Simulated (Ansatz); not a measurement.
# BH4OSb: the cost of one run

Method: RKS B3LYP/def2-SVPD, in Ansatz 0.2.0.

**1. The starting structure**

Bond lengths: O1–B2 1.422 Å, B2–Sb3 2.219 Å, O1–H4 1.017 Å, B2–H5 1.198 Å, Sb3–H6 1.748 Å, Sb3–H7 1.803 Å. Angles: O1–B2–Sb3 120.5°, O1–B2–H5 119.1°, Sb3–B2–H5 120.4°, B2–O1–H4 99.9°, B2–Sb3–H6 92.9°, B2–Sb3–H7 91.9°, H6–Sb3–H7 93.5°.

As a file:

```xyz
7

O    -1.3758   -0.8306   -0.2243
B    -0.0437   -0.5225   -0.6161
Sb    1.0214    1.2079    0.2750
H    -1.8897   -0.2548   -0.8870
H     0.5071   -1.2280   -1.4118
H    -0.1924    1.4307    1.5133
H     2.0343    0.1292    1.3053
```

**2. Relaxing end A**

input.yaml reads:

```yaml
crystal:
  periodic: [false, false, false]
  atoms:
    - { symbol: O, position_ang: [-1.3758, -0.8306, -0.2243] }
    - { symbol: B, position_ang: [-0.0437, -0.5225, -0.6161] }
    - { symbol: Sb, position_ang: [1.0214, 1.2079, 0.275] }
    - { symbol: H, position_ang: [-1.8897, -0.2548, -0.887] }
    - { symbol: H, position_ang: [0.5071, -1.228, -1.4118] }
    - { symbol: H, position_ang: [-0.1924, 1.4307, 1.5133] }
    - { symbol: H, position_ang: [2.0343, 0.1292, 1.3053] }
basis:
  gaussian: { orbitals: def2-SVPD }
hamiltonian:
  xc: b3lyp
relax:
  f_tol: 0.015
  max_steps: 40
```

Launch:

```bash
ansatz run input.yaml --threads 2 --pin off --max-ram 3072MiB --backend cpu --events-out ev --progress --plain --runs-dir out
```

Q: Estimate wall time and peak memory on 2 threads of AMD EPYC 9R45 (Zen 5), shared host.

About 19 s, with a peak of 0.25 GiB.
